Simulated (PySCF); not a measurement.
# CH7B2FSi: the cost of one run

The runs use PySCF 2.14.0, with density-fitted response routines of our own; the level of theory stands in each step. All values are computed, except where a source is named. Atoms are numbered from 0 throughout.

**1. Starting geometry**

12 atoms, charge 0, multiplicity 1; geometry from: GFN2-xTB. The atoms were then displaced at random by about 0.01 Å, so the start is not that level's minimum.

Bonds of the start (Å): C0–B1 1.58, B1–Si2 1.96, B1–B3 1.63, B3–F4 1.34, C0–H5 1.08, C0–H6 1.07, C0–H7 1.10, Si2–H8 1.48, Si2–H9 1.46, Si2–H10 1.49, B3–H11 1.20.

**2. Optimising the geometry at PBE0-D3(BJ)/def2-SVP**

What the job is given:

```
{"job": {"xc": "PBE0", "basis": "def2-SVP", "d3": "d3bj", "grid": 1, "shake": 0.01, "kind": "geom"}, "charge": 0, "multiplicity": 1}
C     -1.139770    -1.196390     0.136860
B     -0.284260     0.122270    -0.034340
Si     1.652230    -0.139560    -0.234530
B     -0.784600     1.670120     0.088610
F     -1.108000     2.452700    -0.948470
H     -1.220430    -1.357590     1.205130
H     -0.728490    -2.072350    -0.312440
H     -2.173600    -1.065840    -0.214880
H      2.090020    -1.525200     0.027340
H      2.151860     0.184250    -1.568080
H      2.481740     0.667200     0.702750
H     -0.897020     2.232120     1.143020
```

On the command line:

```sh
$ OMP_NUM_THREADS=1 python probes_run.py task.json out
```

This one command runs all jobs of the session in turn.

Q: Estimate the wall time and peak memory of this first job on 1 thread of Arm Neoverse V1, shared host.

About 24 s, with a peak of 0.45 GiB.
